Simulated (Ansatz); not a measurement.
# C2H5GeN (SMILES C1=[N][GeH2][CH2]1) at B3LYP/6-31G(d) (Cartesian functions)

Aim: the vertical singlet–triplet gap of C2H5GeN at B3LYP/6-31G* (Cartesian functions), from 2 runs. 

The calculation is run with Ansatz 0.2.0.

82 further runs of the same task are left out: 82 set aside as unsound or not needed.

**1. The molecule**

The species is C2H5GeN (9 atoms), meant as a singlet with charge 0. As SMILES, `C1=[N][GeH2][CH2]1`. The shape is that of a PBE0-D4/def2-TZVP optimisation.

Bond lengths: C1–N2 1.278 Å, N2–Ge3 1.910 Å, C1–C4 1.512 Å, Ge3–C4 1.983 Å, C1–H5 1.098 Å, Ge3–H6 1.538 Å, Ge3–H7 1.538 Å, C4–H8 1.092 Å, C4–H9 1.092 Å. Some angles: C1–N2–Ge3 89.9°, N2–C1–C4 114.8°, N2–Ge3–C4 74.4°, C1–C4–Ge3 80.9°, N2–C1–H5 121.7°, C4–C1–H5 123.5°, N2–Ge3–H6 115.0°, N2–Ge3–H7 115.0°, C4–Ge3–H6 118.6°, C4–Ge3–H7 118.6°.

**2. The energy at B3LYP/6-31G(d) (Cartesian functions)**

Input file job.yaml:

```yaml
crystal:
  periodic: [false, false, false]
  atoms:
    - symbol: C
      position_ang: [-0.186800, -0.549700, -1.075100]
    - symbol: N
      position_ang: [1.035900, -0.182500, -1.141500]
    - symbol: Ge
      position_ang: [0.903900, 0.560600, 0.613000]
    - symbol: C
      position_ang: [-0.885400, -0.197100, 0.218500]
    - symbol: H
      position_ang: [-0.675600, -1.079500, -1.903400]
    - symbol: H
      position_ang: [1.056500, 2.089100, 0.684100]
    - symbol: H
      position_ang: [1.776000, -0.127000, 1.676700]
    - symbol: H
      position_ang: [-1.720500, 0.497400, 0.107000]
    - symbol: H
      position_ang: [-1.215600, -1.057700, 0.803700]
basis:
  gaussian:
    orbitals: "6-31G*"
magnetization:
  spin_polarized: false
hamiltonian:
  xc: {name: B3LYP}
accuracy: high
output:
  orbitals: {seedname: orbitals}
```

Command:

```bash
ansatz run job.yaml --threads 1 --pin off --max-ram 3480MiB --events-out events.jsonl --progress --plain --runs-dir runs
```

The log of the run:

```text
Warning: RAYON_NUM_THREADS=1 ignored (pool sized by the plan → 1); use --threads N
Functional definition: B3LYP
  name "B3LYP"
  parameter a0 = 0.2
  parameter ax = 0.72
  parameter ac = 0.81
  exchange = (1 - a0 - ax)*slater_x + ax*b88_x + a0*exact_x
  correlation = (1 - ac)*vwn_rpa_c + ac*lyp_c
2018 factors; integrals over basis functions are off by at most 4.8e-9 eV
mean field evaluation 1: about -60148.3055 eV, gradient 5.8e1 eV
mean field evaluation 2: about -60133.6298 eV, gradient 9.4e1 eV
mean field evaluation 4: about -60155.5051 eV, gradient 9.2e0 eV
mean field evaluation 8: about -60155.8090 eV, gradient 7.9e-1 eV
mean field evaluation 16: about -60155.8106 eV, gradient 9.8e-5 eV
mean field -60155.81064582 eV, -2210.6852661609 hartree, gradient 3.9e-8 eV, S^2 0.000000; 0 other end points of the search recorded, 0 dependent functions left out
reference -60155.81068532 eV, -2210.6852676126 hartree; 28, 28 occupied and 62, 62 virtual orbitals, 2018 factors
Total energy: -60155.81068532 eV, -2210.6852676126 hartree
```

Wall time 4.5 s (1 thread of AMD EPYC 9R45 (Zen 5), shared host); peak memory 0.34 GiB.

**3. The triplet at the same level**

Input file job.yaml:

```yaml
crystal:
  periodic: [false, false, false]
  atoms:
    - {symbol: C, position_ang: [-0.186800, -0.549700, -1.075100]}
    - {symbol: N, position_ang: [1.035900, -0.182500, -1.141500]}
    - {symbol: Ge, position_ang: [0.903900, 0.560600, 0.613000]}
    - {symbol: C, position_ang: [-0.885400, -0.197100, 0.218500]}
    - {symbol: H, position_ang: [-0.675600, -1.079500, -1.903400]}
    - {symbol: H, position_ang: [1.056500, 2.089100, 0.684100]}
    - {symbol: H, position_ang: [1.776000, -0.127000, 1.676700]}
    - {symbol: H, position_ang: [-1.720500, 0.497400, 0.107000]}
    - {symbol: H, position_ang: [-1.215600, -1.057700, 0.803700]}
basis:
  gaussian:
    orbitals: "6-31G*"
magnetization:
  spin_polarized: true
  initial_magnetization: 2
hamiltonian:
  xc: {name: B3LYP}
accuracy: high
output: {orbitals: {seedname: orbitals}}
```

Command:

```bash
ansatz run job.yaml --threads 1 --pin off --max-ram 3480MiB --events-out events.jsonl --progress --plain --runs-dir runs
```

The log of the run, shortened:

```text
Warning: RAYON_NUM_THREADS=1 ignored (pool sized by the plan → 1); use --threads N
[... 7 set-up lines as earlier in the session ...]
2018 factors; integrals over basis functions are off by at most 4.8e-9 eV
mean field evaluation 1: about -60144.4228 eV, gradient 3.9e1 eV
mean field evaluation 2: about -60123.8183 eV, gradient 7.1e1 eV
mean field evaluation 4: about -60151.4267 eV, gradient 5.7e0 eV
mean field evaluation 8: about -60151.7055 eV, gradient 9.9e-1 eV
mean field evaluation 16: about -60151.7118 eV, gradient 1.2e-3 eV
mean field evaluation 32: about -60151.7118 eV, gradient 8.8e-8 eV
mean field -60151.71176405 eV, -2210.5346350343 hartree, gradient 8.8e-8 eV, S^2 2.006841; 5 other end points of the search recorded, 0 dependent functions left out
reference -60151.71180419 eV, -2210.5346365094 hartree; 29, 27 occupied and 61, 63 virtual orbitals, 2018 factors
Total energy: -60151.71180419 eV, -2210.5346365094 hartree
```

Run time: 9.3 s. Hardware: 1 thread of AMD EPYC 9R45 (Zen 5), shared host; peak memory 0.49 GiB.

**4. Results**

Level: B3LYP/6-31G* (Cartesian functions).

```
                                        quantity           value
                           singlet: total energy  -2210.68527 Eh
                            singlet: HOMO energy        -6.53 eV
                            singlet: LUMO energy        -0.13 eV
                          singlet: HOMO–LUMO gap         6.40 eV
                           triplet: total energy  -2210.53464 Eh
     triplet: HOMO energy (highest over α and β)        -2.30 eV
                                   triplet: ⟨S²⟩           2.007
vertical energy of the triplet above the singlet        4.099 eV
```

**Reading.** At this shape the triplet lies 4.10 eV (95 kcal/mol) above the singlet.
